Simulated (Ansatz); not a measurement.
# CH2FOSi+ (SMILES [CH+]=[Si](O)F): one structure at several levels

The task here is to estimate one member of a computed series from the others.

Program: Ansatz 0.2.0, Gaussian basis. Level of theory: single points in def2-TZVPP. These are calculated values, not measurements.

Correlated methods freeze the cores.

**Where the work starts**

SMILES `[CH+]=[Si](O)F`, 6 atoms, charge 1, spin multiplicity 1.

Atoms are counted from 1 here; the program's logs count them from 0.

Bond lengths: C1–Si2 1.655 Å, C1–H5 1.058 Å, Si2–O3 1.634 Å, Si2–F4 1.552 Å, O3–H6 1.056 Å. Angles: Si2–C1–H5 129.8°, C1–Si2–O3 137.1°, C1–Si2–F4 117.4°, O3–Si2–F4 105.2°, Si2–O3–H6 139.5°.

Geometry (Å):

```
C    -1.0052    0.9407   -0.7165
Si   -0.1608   -0.3207   -0.0559
O     0.9621   -0.5266    1.1128
F    -0.5525   -1.7553   -0.5014
H    -0.7698    1.5533   -1.5467
H     1.4602    0.0343    1.8566
```

The first run:

The input, run/in.yaml:

```yaml
crystal:
  periodic: [false, false, false]
  atoms:
    - {symbol: C, position_ang: [-1.005200, 0.940700, -0.716500]}
    - {symbol: Si, position_ang: [-0.160800, -0.320700, -0.055900]}
    - {symbol: O, position_ang: [0.962100, -0.526600, 1.112800]}
    - {symbol: F, position_ang: [-0.552500, -1.755300, -0.501400]}
    - {symbol: H, position_ang: [-0.769800, 1.553300, -1.546700]}
    - {symbol: H, position_ang: [1.460200, 0.034300, 1.856600]}
basis:
  gaussian: {orbitals: def2-TZVPP}
total_charge: 1
correlation: {method: ccsd_t}
output: {forces: true}
```

No record of the launch command was kept for these runs.

Steps of the session up to this table: CCSD(T)/def2-TZVPP; PBE0-D4/def2-TZVPP; wB97M-V/def2-TZVPP; r2SCAN-D4/def2-TZVPP; PBE-D4/def2-TZVPP; revPBE-D4/def2-TZVPP; wB97X-V/def2-TZVPP.

One of the session's tables, all rows but one given; the rest of the session is left out.

```
   method  RMS force component (eV/Å)  angle to CCSD(T) forces (°)
  CCSD(T)                       2.338                    reference
  PBE0-D4                       2.272                          2.7
  wB97M-V                       2.269                          2.3
r2SCAN-D4                           ?                            ?
   PBE-D4                       1.984                          8.3
revPBE-D4                       2.015                          9.8
  wB97X-V                       2.320                          2.5
```

Estimate the missing values for r2SCAN-D4.

As computed: RMS force component (eV/Å): 2.165; angle to CCSD(T) forces (°): 2.8. In the column «RMS force component (eV/Å)» it lies between revPBE-D4 (2.015) and wB97M-V (2.269).
